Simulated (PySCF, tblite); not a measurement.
# CH₂AlF₂O₂ radical, a small gas-phase stand-in for a defect centre (alumina monomer): EPR parameters

Aim: the EPR parameters of `[OH][Al]([OH])[C](F)F`. It is drawn as: CF2 radical.

Programs: tblite 0.8.0 and PySCF 2.14.0. All values are calculated, for the isolated system unless a continuum is named. Atoms count from 0, parts from 1.

### Step 1. The system as given

8 atoms, charge 0, multiplicity 2; geometry: distance geometry start.

### Step 2. Relaxing the cluster with GFN2-xTB

Job settings and geometry (Å):

```
{"job": {"kind": "relax", "xc": "GFN2-xTB", "basis": "xTB"}, "charge": 0, "multiplicity": 2}
O      0.608730     0.770019    -1.937621
Al     0.537549     0.811487    -0.073578
O     -1.157343     0.878523     0.671123
C      1.837103    -0.311314     0.853862
F      2.733934     0.340628     1.534478
F      1.388760    -1.418728     1.343071
H     -0.017089     1.234656    -2.510802
H     -1.852771     0.196427     0.587095
```

Method: GFN2-xTB geometry optimisation, gas phase.

Started as:

```bash
> OMP_NUM_THREADS=1 python cluster_run.py task.json out
```

This one command runs all jobs of the session in turn.

**Question.** The jobs that follow are: PBE0-D3(BJ)/def2-SVP geometry optimisation, gas phase; UKS B3LYP, IGLO-III on Al C F O, pcH-1 on H, non-relativistic, mean-field spin-orbit, GIAO; UKS BHandHLYP, IGLO-III on Al C F O, pcH-1 on H, non-relativistic, mean-field spin-orbit, GIAO. Predict: point group; rotational constants (main isotopes); g(iso) (B3LYP); ⟨S²⟩; largest a(iso).

**Answer**, as computed:

| quantity | value |
| --- | --- |
| point group | Cs |
| rotational constants (main isotopes) | 4.12, 1.96, 1.33 GHz |
| g(iso) (B3LYP) | 2.00417 |
| ⟨S²⟩ | 0.753 (exact 0.75) |
| largest a(iso) | 19F on F4, 128.1 MHz |

The start of the PBE0/def2-SVP relaxation was shaken at random by about 0.01 Å, so part of the energy gained, and of the first lengths quoted, undoes that. Relaxing lowered the energy by 0.312 eV in 16 steps; the close pair that moved most is Al1–C3, from 1.987 to 1.919 Å (PBE0/def2-SVP). No frequency check was run at this level, so the end point may be a saddle. Most of the unpaired spin sits on C3 (0.83 e). The isotropic g lies 1.8 ppt above the free-electron value. The coupling of 19F on F4 runs from 128.1 (B3LYP/IGLO-III+pcH-1) to 191.8 MHz (BHandHLYP/IGLO-III+pcH-1).
